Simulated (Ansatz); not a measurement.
# MoS2: a point defect seen from the nuclei (As on a Mo site), part 2 of 2

Wanted: the field gradients around As on a Mo site in MoS2, cell charge +1, before and after the neighbours move. The cell is a supercell built from an entry of the Crystallography Open Database (COD). Planned: a single point, then a relaxation.

Ansatz 0.2.0; DFT, PBE, plane-wave PAW, default files, scalar-relativistic. Earlier steps stand in the parts before.

### 3 Ions relaxed

Contents of input.yaml:

```yaml
crystal:
  lattice:
    - [6.338, 0.0, 0.0]
    - [-3.169, 5.4888690092, 0.0]
    - [0.0, 0.0, 12.324]
  atoms:
    - { symbol: As, position: [0.1666666666, 0.3333333334, 0.25] }
    - { symbol: Mo, position: [0.1666666666, 0.8333333334, 0.25] }
    - { symbol: Mo, position: [0.6666666666, 0.3333333334, 0.25] }
    - { symbol: Mo, position: [0.6666666666, 0.8333333334, 0.25] }
    - { symbol: Mo, position: [0.3333333334, 0.1666666666, 0.75] }
    - { symbol: Mo, position: [0.3333333334, 0.6666666666, 0.75] }
    - { symbol: Mo, position: [0.8333333334, 0.1666666666, 0.75] }
    - { symbol: Mo, position: [0.8333333334, 0.6666666666, 0.75] }
    - { symbol: S, position: [0.1666666666, 0.3333333334, 0.623] }
    - { symbol: S, position: [0.1666666666, 0.8333333334, 0.623] }
    - { symbol: S, position: [0.6666666666, 0.3333333334, 0.623] }
    - { symbol: S, position: [0.6666666666, 0.8333333334, 0.623] }
    - { symbol: S, position: [0.3333333334, 0.1666666666, 0.123] }
    - { symbol: S, position: [0.3333333334, 0.6666666666, 0.123] }
    - { symbol: S, position: [0.8333333334, 0.1666666666, 0.123] }
    - { symbol: S, position: [0.8333333334, 0.6666666666, 0.123] }
    - { symbol: S, position: [0.1666666666, 0.3333333334, 0.877] }
    - { symbol: S, position: [0.1666666666, 0.8333333334, 0.877] }
    - { symbol: S, position: [0.6666666666, 0.3333333334, 0.877] }
    - { symbol: S, position: [0.6666666666, 0.8333333334, 0.877] }
    - { symbol: S, position: [0.3333333334, 0.1666666666, 0.377] }
    - { symbol: S, position: [0.3333333334, 0.6666666666, 0.377] }
    - { symbol: S, position: [0.8333333334, 0.1666666666, 0.377] }
    - { symbol: S, position: [0.8333333334, 0.6666666666, 0.377] }
total_charge: 1
kpoints:
  mp_grid: { grid: [4, 4, 2] }
scf:
  occupations: { method: fermi_dirac, width: 0.01 }
hamiltonian:
  xc: pbe
  pseudopotentials: { kind: paw }
output:
  forces: true
  stress: true
  populations: true
  efg:
    quadrupole_moments_barn: { As: 0.311, Mo: -0.022, S: -0.0694 }
    contact_densities: true
relax:
  f_tol: 0.03
  max_steps: 40
```

Command:

```console
ansatz run input.yaml --threads 1 --pin off --max-ram 3072MiB --backend cpu --events-out ev --progress --plain --runs-dir out
```

Output:

```text
[... 1 line left out ...]
Warning: RAYON_NUM_THREADS=1 ignored (pool sized by the plan → 1); use --threads N
Mo: output.efg is read without spin–orbit coupling, which moves field gradients at and beside such atoms by some per cent and up to a factor of two; PAW files take it under magnetization.noncollinear and magnetization.spin_orbit
Engine: ansatz 0.2.0, x86_64-unknown-linux-gnu
Pseudopotentials: kind: paw
Pseudopotential: As, paw, valence charge 15, recommended cutoff 420 eV (normal), As.paw.azcp
Pseudopotential: Mo, paw, valence charge 14, recommended cutoff 420 eV (normal), Mo.paw.azcp
Pseudopotential: S, paw, valence charge 6, recommended cutoff 420 eV (normal), S.paw.azcp
Functional definition: PBE
  parameter kappa = 0.804
  parameter beta = 0.06672455060314922
  exchange = pbe_x(kappa = kappa, mu = beta*pi^2/3)
  correlation = pbe_c(beta = beta)
Crystal: 24 atoms, lattice volume = 428.733 Å³
Basis set: ecut = 420 eV, 8405 PW (Γ), exchange–correlation on 90×90×180 points (8 copies of the dense FFT grid, shifted against one another)
Bands: 128, of which v1, the nominal top of the filled ones, is band 104 counted from 1 (103 counted from 0)
Symmetry: 12 space group operations
Space group: P-6m2 (ITA 187), of the structure as read, at distance tolerance 7.5e-5 Å
k-points: 8 of 32 (time reversal used)
Non-local potential: As, projectors of the file, l = 0: 2, l = 1: 2, l = 2: 3, l = 3: 1
Non-local potential: Mo, projectors of the file, l = 0: 3, l = 1: 2, l = 2: 2, l = 3: 1
Non-local potential: S, projectors of the file, l = 0: 2, l = 1: 2, l = 2: 2
PAW form: soft (Blöchl's): semilocal exchange-correlation on the pseudo side does not see the compensation charge
PAW one-centre angular grid: As, 590 points (default); XC on 64 Gauss nodes
PAW one-centre angular grid: Mo, 590 points (default); XC on 64 Gauss nodes
PAW one-centre angular grid: S, 110 points (default); XC on 64 Gauss nodes
Initial density: superposition of atomic densities (neutral atoms scaled as one to the charged cell's electrons: chi_scale 0, normalization atom), corrected by the library's trained network
Initial wavefunctions: pseudopotential atomic-orbital guess
Functional: x = pbe(κ = 0.804, μ = 0.2195149727645171), c = pbe(β = 0.06672455060314922)
SCF iter   1: F=—  HF=-54007.455600 eV  |F-HF|=—  |Δ(HF+E_count)|=         —  Δρ=1.82e-2  dr2=4.23e0  ethr=1.77e-3  ⟨swp⟩=6.1  Hψ=3911  notcnv=0  defer=16
preconditioner: auto → LDOS  [metal: Δε(μ)=0.006 eV  Ē_g=7.654 eV  σ=0.010 eV  W_gap=0.15  n_scr=110 (ndim 8)  ℏωp=21.4 eV  f_vac=0.016  D(μ)=41.21/eV (n_scr^D=526)  β→1.0]
SCF iter   2: F=—  HF=-54007.170129 eV  |F-HF|=—  |Δ(HF+E_count)|=   2.85e-1  Δρ=1.59e-2  dr2=1.56e0  ethr=1.77e-3  ⟨swp⟩=2.9  Hψ=1556  notcnv=0  defer=128
SCF iter   3: F=—  HF=-54006.938396 eV  |F-HF|=—  |Δ(HF+E_count)|=   2.32e-1  Δρ=5.07e-3  dr2=1.93e-1  ethr=7.49e-4  ⟨swp⟩=2.6  Hψ=1378  notcnv=0  defer=128
SCF iter   4: F=—  HF=-54006.930811 eV  |F-HF|=—  |Δ(HF+E_count)|=   7.58e-3  Δρ=3.40e-3  dr2=1.28e-1  ethr=9.30e-5  ⟨swp⟩=2.0  Hψ=1171  notcnv=0  defer=128
SCF iter   5: F=—  HF=-54006.920922 eV  |F-HF|=—  |Δ(HF+E_count)|=   9.89e-3  Δρ=1.69e-3  dr2=2.16e-2  ethr=6.15e-5  ⟨swp⟩=2.2  Hψ=1388  notcnv=0  defer=128
SCF iter   6: F=—  HF=-54006.919424 eV  |F-HF|=—  |Δ(HF+E_count)|=   1.50e-3  Δρ=7.50e-4  dr2=5.04e-3  ethr=1.04e-5  ⟨swp⟩=2.2  Hψ=1505  notcnv=0  defer=128
SCF iter   7: F=—  HF=-54006.918853 eV  |F-HF|=—  |Δ(HF+E_count)|=   5.71e-4  Δρ=3.55e-4  dr2=1.27e-3  ethr=2.42e-6  ⟨swp⟩=2.1  Hψ=1389  notcnv=0  defer=128
SCF iter   8: F=—  HF=-54006.918764 eV  |F-HF|=—  |Δ(HF+E_count)|=   8.88e-5  Δρ=1.80e-4  dr2=3.83e-4  ethr=6.11e-7  ⟨swp⟩=2.0  Hψ=1185  notcnv=0  defer=128
SCF iter   9: F=—  HF=-54006.918713 eV  |F-HF|=—  |Δ(HF+E_count)|=   5.08e-5  Δρ=1.01e-4  dr2=1.22e-4  ethr=1.84e-7  ⟨swp⟩=2.2  Hψ=1359  notcnv=0  defer=127
SCF iter  10: F=—  HF=-54006.918698 eV  |F-HF|=—  |Δ(HF+E_count)|=   1.55e-5  Δρ=5.03e-5  dr2=2.63e-5  ethr=5.88e-8  ⟨swp⟩=2.0  Hψ=1362  notcnv=0  defer=127
SCF iter  11: F=-54006.918692 eV  HF=-54006.918695 eV  |F-HF|=3.22e-6  |Δ(HF+E_count)|=   2.22e-6  Δρ=2.49e-5  dr2=4.93e-6  ethr=1.08e-8  ⟨swp⟩=4.0  Hψ=3013  notcnv=0
SCF 1 converged in 11 iterations: F = -54006.918692 eV  dr2 = 4.93e-6
relax step   1: F+E_penalty+E_count = -54006.91869223 eV  Δ(F+E_penalty+E_count) = +0.000e0 eV  max|allowed force component| = 5.579e-1 eV/Å  Δτ_max = 0.0000 Å  (11 SCF iters, dr2 threshold 2.25e-5 eV, accepted)
[... 11 lines left out ...]
relax step   2: F+E_penalty+E_count = -54007.02123925 eV  Δ(F+E_penalty+E_count) = -1.025e-1 eV  max|allowed force component| = 2.927e-1 eV/Å  Δτ_max = 0.0515 Å  (6 SCF iters, dr2 threshold 1.95e-5 eV, accepted)
[... 18 lines left out ...]
relax step   4: F+E_penalty+E_count = -54007.03315988 eV  Δ(F+E_penalty+E_count) = -1.870e-4 eV  max|allowed force component| = 1.281e-2 eV/Å  Δτ_max = 0.0022 Å  (7 SCF iters, accepted)
NSCF: frozen V_eff on 8 k-points
[... 1 line left out ...]
SCF converged after 7 iterations
Free energy (F): -54007.033160 eV
Harris-Foulkes:  -54007.033160 eV  (|F-HF|=2.77e-8)
Internal energy: -54007.027523 eV  (E = F + TS)
E sigma→0 (E₀):  -54007.030341 eV
Entropy (-TS):   -0.005637 eV (-0.235 meV/atom)
Fermi energy:    10.172798 eV
--- Per-component energies (eV) ---
[... 15 lines left out ...]
--- Forces (eV/Å), atoms counted from 1 ---
  atom   1  As     0.00000000     0.00000000     0.00000000
  atom   2  Mo    -0.01109074    -0.00640324     0.00000000
  atom   3  Mo    -0.00000000     0.01280649     0.00000000
  atom   4  Mo     0.01109074    -0.00640324     0.00000000
  atom   5  Mo    -0.00599658     0.00346213     0.00000000
  atom   6  Mo     0.00000000    -0.00692425     0.00000000
  atom   7  Mo     0.00599658     0.00346213     0.00000000
  atom   8  Mo     0.00000000     0.00000000     0.00000000
  atom   9  S      0.00000000     0.00000000     0.00345971
  atom  10  S     -0.00006203    -0.00003581    -0.00173291
  atom  11  S      0.00000000     0.00007163    -0.00173291
  atom  12  S      0.00006203    -0.00003581    -0.00173291
  atom  13  S      0.00085864    -0.00049573    -0.00364521
  atom  14  S     -0.00000000     0.00099147    -0.00364521
  atom  15  S     -0.00085864    -0.00049573    -0.00364521
  atom  16  S     -0.00000000    -0.00000000     0.00835385
  atom  17  S      0.00000000     0.00000000    -0.00345971
  atom  18  S     -0.00006203    -0.00003581     0.00173291
  atom  19  S      0.00000000     0.00007163     0.00173291
  atom  20  S      0.00006203    -0.00003581     0.00173291
  atom  21  S      0.00085864    -0.00049573     0.00364521
  atom  22  S     -0.00000000     0.00099147     0.00364521
  atom  23  S     -0.00085864    -0.00049573     0.00364521
  atom  24  S     -0.00000000    -0.00000000    -0.00835385
  max |Σ_I F_I| component: 1.40e-16 eV/Å
--- Stress (GPa, compression-positive) ---
        7.442864       0.000000       0.000000
        0.000000       7.442864       0.000000
        0.000000       0.000000       2.269271
  P = ⅓ Tr σ = 5.7183 GPa (57.183 kbar)
--- PAW observables at the nuclei: V_zz in 10²¹ V/m², potentials from the cell's mean, atoms counted from 1 ---
  atom   1  As V_zz =    -4.170702   η = 0.0000   by run symmetry: allowed   C_q = -31.3635 MHz
            electrostatic potential = -4515.388011 V   contact ρ = 235539.806288 e/Å³
  atom   2  Mo V_zz =   -11.192258   η = 0.1431   by run symmetry: allowed   C_q = +5.9538 MHz
            electrostatic potential = -6350.690479 V   contact ρ = 595257.582141 e/Å³
  atom   3  Mo V_zz =   -11.192258   η = 0.1431   by run symmetry: allowed   C_q = +5.9538 MHz
            electrostatic potential = -6350.690479 V   contact ρ = 595257.582138 e/Å³
  atom   4  Mo V_zz =   -11.192258   η = 0.1431   by run symmetry: allowed   C_q = +5.9538 MHz
            electrostatic potential = -6350.690479 V   contact ρ = 595257.582141 e/Å³
  atom   5  Mo V_zz =    -6.914088   η = 0.0086   by run symmetry: allowed   C_q = +3.6780 MHz
            electrostatic potential = -6350.843813 V   contact ρ = 595255.100870 e/Å³
  atom   6  Mo V_zz =    -6.914088   η = 0.0086   by run symmetry: allowed   C_q = +3.6780 MHz
            electrostatic potential = -6350.843813 V   contact ρ = 595255.100869 e/Å³
  atom   7  Mo V_zz =    -6.914088   η = 0.0086   by run symmetry: allowed   C_q = +3.6780 MHz
            electrostatic potential = -6350.843813 V   contact ρ = 595255.100870 e/Å³
  atom   8  Mo V_zz =    -6.647498   η = 0.0000   by run symmetry: allowed   C_q = +3.5362 MHz
            electrostatic potential = -6350.834552 V   contact ρ = 595255.009655 e/Å³
  atom   9  S  V_zz =    -4.970322   η = 0.0000   by run symmetry: allowed   C_q = +8.3406 MHz
            electrostatic potential = -1636.437570 V   contact ρ = 19771.512925 e/Å³
  atom  10  S  V_zz =    -4.731502   η = 0.0096   by run symmetry: allowed   C_q = +7.9399 MHz
            electrostatic potential = -1636.417310 V   contact ρ = 19771.449954 e/Å³
  atom  11  S  V_zz =    -4.731502   η = 0.0096   by run symmetry: allowed   C_q = +7.9399 MHz
            electrostatic potential = -1636.417310 V   contact ρ = 19771.449954 e/Å³
  atom  12  S  V_zz =    -4.731502   η = 0.0096   by run symmetry: allowed   C_q = +7.9399 MHz
            electrostatic potential = -1636.417310 V   contact ρ = 19771.449954 e/Å³
  atom  13  S  V_zz =    -3.953265   η = 0.9084   by run symmetry: allowed   C_q = +6.6339 MHz
            electrostatic potential = -1636.379646 V   contact ρ = 19772.952380 e/Å³
  atom  14  S  V_zz =    -3.953265   η = 0.9084   by run symmetry: allowed   C_q = +6.6339 MHz
            electrostatic potential = -1636.379646 V   contact ρ = 19772.952380 e/Å³
  atom  15  S  V_zz =    -3.953265   η = 0.9084   by run symmetry: allowed   C_q = +6.6339 MHz
            electrostatic potential = -1636.379646 V   contact ρ = 19772.952380 e/Å³
  atom  16  S  V_zz =    -6.490536   η = 0.0000   by run symmetry: allowed   C_q = +10.8917 MHz
            electrostatic potential = -1636.119348 V   contact ρ = 19772.071527 e/Å³
  atom  17  S  V_zz =    -4.970322   η = 0.0000   by run symmetry: allowed   C_q = +8.3406 MHz
            electrostatic potential = -1636.437570 V   contact ρ = 19771.512925 e/Å³
  atom  18  S  V_zz =    -4.731502   η = 0.0096   by run symmetry: allowed   C_q = +7.9399 MHz
            electrostatic potential = -1636.417310 V   contact ρ = 19771.449954 e/Å³
  atom  19  S  V_zz =    -4.731502   η = 0.0096   by run symmetry: allowed   C_q = +7.9399 MHz
            electrostatic potential = -1636.417310 V   contact ρ = 19771.449954 e/Å³
  atom  20  S  V_zz =    -4.731502   η = 0.0096   by run symmetry: allowed   C_q = +7.9399 MHz
            electrostatic potential = -1636.417310 V   contact ρ = 19771.449954 e/Å³
  atom  21  S  V_zz =    -3.953265   η = 0.9084   by run symmetry: allowed   C_q = +6.6339 MHz
            electrostatic potential = -1636.379646 V   contact ρ = 19772.952380 e/Å³
  atom  22  S  V_zz =    -3.953265   η = 0.9084   by run symmetry: allowed   C_q = +6.6339 MHz
            electrostatic potential = -1636.379646 V   contact ρ = 19772.952380 e/Å³
  atom  23  S  V_zz =    -3.953265   η = 0.9084   by run symmetry: allowed   C_q = +6.6339 MHz
            electrostatic potential = -1636.379646 V   contact ρ = 19772.952380 e/Å³
  atom  24  S  V_zz =    -6.490536   η = 0.0000   by run symmetry: allowed   C_q = +10.8917 MHz
            electrostatic potential = -1636.119348 V   contact ρ = 19772.071527 e/Å³
--- Band table (eV; the first three rows and the last of 8) ---
[... 4 lines left out ...]
--- Relaxed structure (4 steps of the walk, 4 accepted, 0 SCFs on fresh bases) ---
  F+E_penalty+E_count = -54007.03315988 eV   max|allowed force component| = 1.281e-2 eV/Å
  atoms:
    - { symbol: As, position: [0.16666666666666669, 0.33333333333333337, 0.24999999999999997] }
    - { symbol: Mo, position: [0.17235390513685958, 0.8361769525684299, 0.24999999999999997] }
    - { symbol: Mo, position: [0.6638230474315703, 0.32764609486314056, 0.24999999999999997] }
    - { symbol: Mo, position: [0.6638230474315704, 0.8361769525684299, 0.24999999999999997] }
    - { symbol: Mo, position: [0.3333624769607104, 0.1666375230392896, 0.75] }
    - { symbol: Mo, position: [0.3333624769607104, 0.6667249539214208, 0.75] }
    - { symbol: Mo, position: [0.8332750460785793, 0.1666375230392896, 0.75] }
    - { symbol: Mo, position: [0.8333333333333334, 0.6666666666666667, 0.75] }
    - { symbol: S, position: [0.16666666666666669, 0.33333333333333337, 0.6238557719583142] }
    - { symbol: S, position: [0.16670348171420607, 0.8333517408571031, 0.6236705243039895] }
    - { symbol: S, position: [0.6666482591428969, 0.33329651828579393, 0.6236705243039895] }
    - { symbol: S, position: [0.666648259142897, 0.8333517408571031, 0.6236705243039895] }
    - { symbol: S, position: [0.3376384817182533, 0.16236151828174675, 0.12305502731323752] }
    - { symbol: S, position: [0.33763848171825334, 0.6752769634365067, 0.12305502731323752] }
    - { symbol: S, position: [0.8247230365634934, 0.16236151828174675, 0.12305502731323752] }
    - { symbol: S, position: [0.8333333333333334, 0.6666666666666667, 0.12465177183188557] }
    - { symbol: S, position: [0.16666666666666669, 0.33333333333333337, 0.8761442280416857] }
    - { symbol: S, position: [0.16670348171420607, 0.8333517408571031, 0.8763294756960102] }
    - { symbol: S, position: [0.6666482591428969, 0.33329651828579393, 0.8763294756960102] }
    - { symbol: S, position: [0.666648259142897, 0.8333517408571031, 0.8763294756960102] }
    - { symbol: S, position: [0.3376384817182533, 0.16236151828174675, 0.37694497268676247] }
    - { symbol: S, position: [0.33763848171825334, 0.6752769634365067, 0.37694497268676247] }
    - { symbol: S, position: [0.8247230365634934, 0.16236151828174675, 0.37694497268676247] }
    - { symbol: S, position: [0.8333333333333334, 0.6666666666666667, 0.3753482281681144] }
--- Löwdin populations: 24 sites ---
  site symbol       q [e]
[... 24 lines left out ...]
  spilling = 0.007851 (of n_electrons = 208.000000)
```

Run time: 73 s. Hardware: 1 thread of Intel Xeon 6975P-C (Granite Rapids), shared host; peak memory 1.1 GiB.

Step by step:

| step | energy change (eV) | largest force component (eV/Å) |
| --- | --- | --- |
| 1 | 0.0000 | 0.558 |
| 2 | -0.1025 | 0.293 |
| 3 | -0.1143 | 0.040 |
| 4 | -0.1145 | 0.013 |

Atom 14 and its like (S) moved farthest, 0.047 Å; the mean move was 0.020 Å.

At the end: no gap over 0.1 eV on the mesh, largest force 0.013 eV/Å, pressure 5.7 GPa.

Beside the values of step 2 (V_zz in 10²¹ V/m²):

| site | atoms | V_zz, PBE | V_zz, PBE relaxed | η, PBE | η, PBE relaxed |
| --- | --- | --- | --- | --- | --- |
| As | 1 | -4.14 | -4.17 | 0.00 | 0.00 |
| S13 | 13, 14, 15, … | -4.06 | -3.95 | 0.77 | 0.91 |
| Mo2 | 2, 3, 4 | -10.35 | -11.19 | 0.26 | 0.14 |
| S16 | 16, 24 | -6.02 | -6.49 | 0.00 | 0.00 |
| S9 | 9, 17 | -4.76 | -4.97 | 0.00 | 0.00 |
| S10 | 10, 11, 12, … | -4.58 | -4.73 | 0.01 | 0.01 |
| Mo5 | 5, 6, 7 | -6.63 | -6.91 | 0.01 | 0.01 |
| Mo8 | 8 | -6.44 | -6.65 | 0.00 | 0.00 |

Like atoms gathered into sites:

| site | atoms | distance from the defect (Å) | V_zz (10²¹ V/m²) | η | C_Q (MHz) |
| --- | --- | --- | --- | --- | --- |
| As | 1 | 0.00 | -4.17 | 0.00 | -31.4 (⁷⁵As) |
| S13 | 13, 14, 15, 21, … | 2.44 | -3.95 | 0.91 | 6.63 (³³S) |
| Mo2 | 2, 3, 4 | 3.17 | -11.19 | 0.14 | 5.95 (⁹⁵Mo) |
| S16 | 16, 24 | 3.97 | -6.49 | 0.00 | 10.9 (³³S) |
| S9 | 9, 17 | 4.61 | -4.97 | 0.00 | 8.34 (³³S) |
| S10 | 10, 11, 12, 18, … | 5.59 | -4.73 | 0.01 | 7.94 (³³S) |
| Mo5 | 5, 6, 7 | 6.43 | -6.91 | 0.01 | 3.68 (⁹⁵Mo) |
| Mo8 | 8 | 7.17 | -6.65 | 0.00 | 3.54 (⁹⁵Mo) |

Direction of the V_zz axis (Cartesian unit vector):

| site | atom | x | y | z |
| --- | --- | --- | --- | --- |
| As | 1 | 0.00 | 0.00 | 1.00 |
| Mo2 | 2 | 0.00 | 0.00 | 1.00 |
| Mo5 | 5 | 0.00 | 0.00 | 1.00 |
| Mo8 | 8 | 0.00 | 0.00 | 1.00 |
| S9 | 9 | 0.00 | 0.00 | 1.00 |
| S10 | 10 | 0.01 | 0.01 | 1.00 |
| S16 | 16 | 0.00 | 0.00 | 1.00 |

The sizes of the gradients above 0.15 moved by 4 % in the median, 8 % at the site that moves most (small gradients counted from 0.15; Mo2, -10.35 to -11.19).

### 4 Simulated spectra, from step 3

³³S (I = 3/2, Q = -69.40 mb) at 23.5 T, Larmor frequency 76.9 MHz. Second-order quadrupolar shifts of the central transition; chemical shifts are not computed, so all sites share one zero.

| site | count | C_Q (MHz) | η | ν_Q (MHz) | δ_QIS (ppm) |
| --- | --- | --- | --- | --- | --- |
| S13 | 6 | 6.63 | 0.91 | 3.32 | -237.3 |
| S16 | 2 | 10.9 | 0.00 | 5.45 | -501.7 |
| S9 | 2 | 8.34 | 0.00 | 4.17 | -294.2 |
| S10 | 6 | 7.94 | 0.01 | 3.97 | -266.6 |

³³S central transition, static powder:

kHz, intensity and a bar:
```
   -139.8          0 
   -130.1         11 ###
   -120.4         13 ####
   -110.7          8 ##
   -101.0          7 ##
    -91.2         14 ####
    -81.5         26 ########
    -71.8         75 #######################
    -62.1        100 ##############################
    -52.4         73 ######################
    -42.7         67 ####################
    -33.0         66 ####################
    -23.3         68 #####################
    -13.6         77 #######################
     -3.9         92 ############################
      5.9         85 #########################
     15.6         58 #################
     25.3         58 ##################
     35.0         81 ########################
     44.7         30 #########
     54.4          6 ##
     64.1          9 ###
     73.8          8 ##
     83.5          0
```

### 5 Outcome

This closing draws on all 2 parts.

| quantity | value |
| --- | --- |
| state (step 3) | no gap over 0.1 eV on the mesh, largest force 0.013 eV/Å, pressure 5.7 GPa |
| V_zz by site, step 3 (10²¹ V/m²) | As -4.17, S13 -3.95, Mo2 -11.19, S16 -6.49, S9 -4.97, S10 -4.73, Mo5 -6.91, Mo8 -6.65 |
| largest C_Q in size, step 3 | 31.4 MHz, ⁷⁵As at As |
| step 3 (ions relaxed) against step 2 | 4 % in the median, 8 % at the site that moves most (small gradients counted from 0.15; Mo2, -10.35 to -11.19) |

What this shows: Site Mo2 (6 S at 2.38–2.42 Å) carries the largest gradient. The runs allow no spin. The relaxation kept the symmetry P-6m2, so a distorted place of lower energy may have been missed. With states at the Fermi level, this mesh doesn't settle the gradients near the defect. Moves of at most 0.05 Å on relaxation changed gradients by up to 8 % (gradients over 0.15 counted), a moderate change. At 23.5 T the ³³S line of the largest coupling listed spans about 200 kHz, too broad for magic-angle spinning to narrow; it calls for wide-line methods. The run isn't spin-polarised, and a state with spin may lie lower. The defect repeats with the cell of 24 atoms, so it feels its images: sites between two images don't show the values beside a lone defect, and zeros or small values of η there can come from the images' arrangement. Mo and S carry a gradient in the pure host already, so the values there aren't the defect's effect alone. The relaxation keeps the site symmetry -6m2 of the start, so the impurity can't leave its site; a distortion that would localise the carrier isn't explored. A uniform background compensates the cell's charge. The defect cell has no gap above 0.1 eV on its mesh, so the values hang on the smearing and the k-mesh. The cell keeps the host's lattice, where the PBE pressure is 6 GPa (in a charged cell this depends on the convention for the mean potential). The program warns that gradients near heavy atoms lack spin–orbit coupling.
